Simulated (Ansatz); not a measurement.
**C2H4BN: ionisation energy by level of theory**

How much energy removes an electron from C2H4BN at fixed geometry? The cation is run at each level and the neutral's energy taken from earlier runs.

Computed with Ansatz 0.2.0, Gaussian basis. Level: unrestricted cation, the program's frozen cores in correlated methods.

Plan: UKS PBE-D4/def2-TZVPP; UKS r2SCAN-D4/def2-TZVPP; UKS PBE0-D4/def2-TZVPP; UKS B3LYP-D4/def2-TZVPP; UKS wB97X-V/def2-TZVPP; UKS wB97M-V/def2-TZVPP; UKS B2PLYP/def2-TZVPP; UHF-CCSD(T)/def2-TZVPP; UHF-MP2/def2-QZVPP; extrapolation to the limit; then −ε(HOMO) from the neutral's earlier runs with LDA (SPW92), PBE-D4, revPBE-D4, BLYP-D4, r2SCAN-D4, B97M-V, PBE0-D4, B3LYP-D4, r2SCANh-D4, r2SCAN0-D4, HSE06-D4, BHLYP-D4, CAM-B3LYP-D4, LC-ωPBE, ωB97X-V, ωB97M-V.

### 1 Structure used throughout

The geometry comes from an earlier relaxation with PBE0-D4 in a triple-zeta def2 set; it is a stationary point, not always the lowest conformer.

SMILES `CB1C=N1`, 8 atoms, charge 0, spin multiplicity 1.

Atoms are counted from 1 here; the program's logs count them from 0.

Bond lengths: C1–B2 1.543 Å, C1–H5 1.091 Å, C1–H6 1.092 Å, C1–H7 1.096 Å, B2–C3 1.446 Å, B2–N4 1.437 Å, C3–N4 1.301 Å, C3–H8 1.087 Å. Angles: B2–C1–H5 112.9°, B2–C1–H6 112.1°, B2–C1–H7 108.3°, H5–C1–H6 109.4°, H5–C1–H7 106.9°, H6–C1–H7 107.0°, C1–B2–C3 161.6°, C1–B2–N4 144.7°, C3–B2–N4 53.7°, B2–C3–N4 62.8°, B2–C3–H8 167.5°, N4–C3–H8 129.7°, B2–N4–C3 63.5°.

### 2 Cation, UKS PBE-D4/def2-TZVPP

in.yaml

```yaml
crystal:
  periodic: [false, false, false]
  atoms:
    - {symbol: C, position_ang: [0.218136, 1.193477, -0.196830]}
    - {symbol: B, position_ang: [-0.118436, -0.282366, 0.101141]}
    - {symbol: C, position_ang: [-0.019345, -1.722799, 0.184318]}
    - {symbol: N, position_ang: [-1.125632, -1.177425, 0.599235]}
    - {symbol: H, position_ang: [1.288673, 1.401150, -0.157421]}
    - {symbol: H, position_ang: [-0.308276, 1.877532, 0.472160]}
    - {symbol: H, position_ang: [-0.114024, 1.423458, -1.215608]}
    - {symbol: H, position_ang: [0.271003, -2.770126, 0.157104]}
basis:
  gaussian: {orbitals: def2-TZVPP}
total_charge: 1
magnetization: {spin_polarized: true, initial_magnetization: 1}
hamiltonian: {xc: pbe, dispersion: d4}
```

Started as:

```sh
$ ansatz run in.yaml --threads 2 --pin off --events-out ev --progress --plain --max-ram 4352MiB
```

The runs that follow: Cation, UKS r2SCAN-D4/def2-TZVPP; Cation, UKS PBE0-D4/def2-TZVPP; Cation, UKS B3LYP-D4/def2-TZVPP; Cation, UKS wB97X-V/def2-TZVPP; Cation, UKS wB97M-V/def2-TZVPP; Cation, UKS B2PLYP (frozen core)/def2-TZVPP; Cation, UHF-CCSD(T)/def2-TZVPP; Cation, UHF-MP2/def2-QZVPP.

Before running them: what should the planned runs give, taken together? Wanted: ionisation energy, CCSD(T)/CBS; nearest functional by difference; nearest −ε(HOMO); −ε(HOMO) of PBE; T1 of the cation.

The runs gave:

| quantity | value |
| --- | --- |
| ionisation energy, CCSD(T)/CBS | 9.72 eV |
| nearest functional by difference | ωB97M-V (-0.07 eV) |
| nearest −ε(HOMO) | LC-ωPBE (+0.16 eV) |
| −ε(HOMO) of PBE | 5.70 eV |
| T1 of the cation | 0.027 |

By cation minus neutral, the functionals miss by 0.32 eV at most. −ε(HOMO) of PBE misses by 4.0 eV, since self-interaction lifts the level. Among orbital estimates LC-ωPBE comes nearest. Hartree-Fock falls 0.97 eV short, as the neutral has more correlation energy than the cation.
